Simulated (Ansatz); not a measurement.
Task: a convergence test of the plane-wave cutoff of Gd₃GaC, space group Pm-3m, with Ansatz 0.2.0, Python API. Give the script and its output. Use (first run): PBEsol, PAW, cutoff 250 eV, 4×4×4 k-points, Fermi-Dirac smearing of 0.1 eV, collinear spin. The script varies cutoff (eV): 250, 300, 350, 400.

```
Gd Ga C
1.0
     4.90815    0.00000    0.00000
     0.00000    4.90815    0.00000
     0.00000    0.00000    4.90815
Gd Ga C
3 1 1
Direct
  0.50000 0.00000 0.00000
  0.00000 0.50000 0.00000
  0.00000 0.00000 0.50000
  0.50000 0.50000 0.50000
  0.00000 0.00000 0.00000
```

`run_ecut.py`
```python
"""Convergence of Gd3GaC with the plane-wave cutoff."""

import ansatz as az
from tabulate import tabulate

cell = (
    az.Lattice.cubic(4.908153)
    .space_group(221)
    .atom("Gd", [0.5, 0.0, 0.0])
    .atom("Ga", [0.5, 0.5, 0.5])
    .atom("C", [0.0, 0.0, 0.0])
    .moments(Gd=9.1)
)

job = cell.calculation()
job = job.functional("PBEsol").kpoints(length=20)
job = job.occupations("fermi_dirac", width=0.1).spin("collinear")

rows = []
for value in [250, 300, 350, 400]:
    data = job.basis(value).run(threads=1, pin="off").report
    rows.append((value, data["free_energy_ev"] / len(data["lattice"]["sites"]), data["n_iterations"], data["magnetization_mub"], data["n_pw"]))

print(tabulate(rows, headers=["cutoff (eV)", "F/atom (eV)", "iterations", "moment (muB)", "plane waves"], floatfmt=".4f", tablefmt="github"))

# the last row is the reference
for row in rows[:-1]:
    shift = 1000 * (row[1] - rows[-1][1])
    print(f"{row[0]}: {shift:+.2f} meV/atom" + ("  (within 2 meV)" if abs(shift) < 2 else ""))
```

`python run_ecut.py` gives:
```text
DeckWarning: basis.ecutwfc = 250 eV is below the records' recommended 420 eV, and the density's cutoff is lower with it unless basis.ecutrho_ratio is high enough to keep the records' density cutoff: compare with a run at a higher cutoff
DeckWarning: where an SCF of this run starts from atoms to list the orders of its open shells, Gd (sites 0, 1, 2, from 0) starts with 6.64 μB on its 4f shell and 0.64 μB on its 5d shell, in the place of the 9.10 μB that the deck gives it: its open shells can hold no more by Hund's first rule. To start from spheres of [...]
DeckWarning: basis.ecutwfc = 300 eV is below the records' recommended 420 eV, and the density's cutoff is lower with it unless basis.ecutrho_ratio is high enough to keep the records' density cutoff: compare with a run at a higher cutoff
DeckWarning: basis.ecutwfc = 350 eV is below the records' recommended 420 eV, and the density's cutoff is lower with it unless basis.ecutrho_ratio is high enough to keep the records' density cutoff: compare with a run at a higher cutoff
DeckWarning: basis.ecutwfc = 400 eV is below the records' recommended 420 eV, and the density's cutoff is lower with it unless basis.ecutrho_ratio is high enough to keep the records' density cutoff: compare with a run at a higher cutoff
|   cutoff (eV) |   F/atom (eV) |   iterations |   moment (muB) |   plane waves |
|---------------|---------------|--------------|----------------|---------------|
|           250 |    -6333.4945 |           12 |        21.2456 |          1045 |
|           300 |    -6334.9922 |           14 |        21.4006 |          1365 |
|           350 |    -6335.1714 |           12 |        21.4137 |          1791 |
|           400 |    -6335.1861 |           12 |        21.4150 |          2109 |
250: +1691.52 meV/atom
300: +193.82 meV/atom
350: +14.66 meV/atom
```
(Warnings from the package without file and line, shortened.)

Open f shells: without a Hubbard U, without spin-orbit coupling; the state reached hangs on the start and needn't be the lowest. For a metal this k-point mesh is coarse: on a finer one energies can move by several to tens of meV an atom and pressures by half a GPa or more, differences at one mesh by less. This cell is a computed structure, which may not be the phase found in nature. Shifts are counted from the last row, which is itself no proven limit. Wall time of the script: 49 s on 1 thread of Arm Neoverse V1 (shared host), peak memory 0.59 GiB.
